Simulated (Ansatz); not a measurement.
# NaSr4Si3N6: a short molecular-dynamics run

A trajectory of NaSr4Si3N6, a randomly packed cell with 14 atoms that was not relaxed first: 40 steps of 0.5 fs at constant energy, with velocities drawn for 300 K.

All numbers below are computed with Ansatz 0.2.0 (DFT PBE, plane waves, PAW, scalar-relativistic, no spin polarisation).

### 1 Starting point

The cell holds 14 atoms (N6NaSi3Sr4): a = 5.764 Å, b = 6.324 Å, c = 7.024 Å, α = 92.32°, β = 86.49°, γ = 88.32°.

Coordinates:

```
Si N Na Sr
1.0
     5.74872    0.36704    0.21579
    -0.19616    6.29949   -0.52261
     0.14863    0.30105    7.01617
Si N Na Sr
3 6 1 4
Direct
  0.27327 0.47520 0.41717
  0.14013 0.72546 0.20478
  0.78395 0.50809 0.67726
  0.70132 0.95061 0.65860
  0.08885 0.08594 0.15048
  0.41783 0.68565 0.61370
  0.95783 0.75339 0.54080
  0.12315 0.90259 0.84882
  0.83881 0.06229 0.32906
  0.65999 0.21857 0.91793
  0.54525 0.75827 0.96389
  0.76225 0.46720 0.29501
  0.38902 0.03062 0.41485
  0.15663 0.39267 0.89191
```

### 2 The run

The input, input.yaml:

```yaml
crystal:
  lattice:
    - [5.74872, 0.367039, 0.215791]
    - [-0.196162, 6.299487, -0.522611]
    - [0.148633, 0.301051, 7.016174]
  atoms:
    - { symbol: Si, position: [0.273275, 0.475205, 0.417168] }
    - { symbol: Si, position: [0.140129, 0.72546, 0.20478] }
    - { symbol: Si, position: [0.783948, 0.508086, 0.677256] }
    - { symbol: "N", position: [0.701316, 0.950613, 0.658603] }
    - { symbol: "N", position: [0.088851, 0.085944, 0.15048] }
    - { symbol: "N", position: [0.41783, 0.685647, 0.613703] }
    - { symbol: "N", position: [0.957831, 0.753393, 0.540804] }
    - { symbol: "N", position: [0.123153, 0.902591, 0.848822] }
    - { symbol: "N", position: [0.83881, 0.062285, 0.329059] }
    - { symbol: Na, position: [0.659987, 0.21857, 0.91793] }
    - { symbol: Sr, position: [0.545253, 0.758273, 0.963889] }
    - { symbol: Sr, position: [0.762249, 0.467204, 0.295005] }
    - { symbol: Sr, position: [0.389024, 0.030624, 0.414846] }
    - { symbol: Sr, position: [0.156631, 0.392669, 0.891911] }
kpoints:
  mp_grid: { grid: [3, 3, 2] }
magnetization:
  spin_polarized: false
scf:
  occupations: { method: fermi_dirac, width: 0.05 }
hamiltonian:
  pseudopotentials: { kind: paw }
  xc: pbe
basis:
  ecutwfc: 420
  ecutrho_ratio: 12
md:
  timestep: 0.5
  n_steps: 40
  ensemble: nve
  temperature: 300.0
  initial_velocities: maxwell_boltzmann
  seed: 624977
total_charge: -1
```

Started as:

```sh
ansatz run input.yaml --threads 2 --pin off --max-ram 2560MiB --backend cpu --events-out ev --progress --plain --runs-dir out
```

What does the calculation give? Wanted: temperature, first and last step; temperature, second half; potential energy, second half; largest change of the total energy; mean square displacement, second half.

As calculated:

| quantity | value |
| --- | --- |
| length | 40 steps of 0.5 fs |
| temperature, first and last step | 300 and 4160 K |
| temperature, second half | mean 2717 K, from 1317 to 4160 K |
| potential energy, second half | -290 meV/atom from the start |
| largest change of the total energy | 0.26 meV/atom |
| mean square displacement, second half | N 0.042, Si 0.031, Na 0.021, Sr 0.002 Å² |

In words: The temperature starts at 300 K and averages 2717 K in the second half, where it still rises, from 1317 to 4160 K; the start was no minimum (force components up to 3.1 eV/Å), and the potential energy that it sheds (290 meV/atom) turns into motion. The total energy strays from its start by at most 0.26 meV/atom, 0.1 % of the mean kinetic energy, so a step of 0.5 fs is short enough over this time. Over the second half N atoms stand 0.2 Å (root mean square) from where they began, and the farthest move is 0.4 Å. Settings off the usual here: total_charge, basis.ecutrho_ratio. 20 fs on 14 atoms is far too short and small for converged averages.
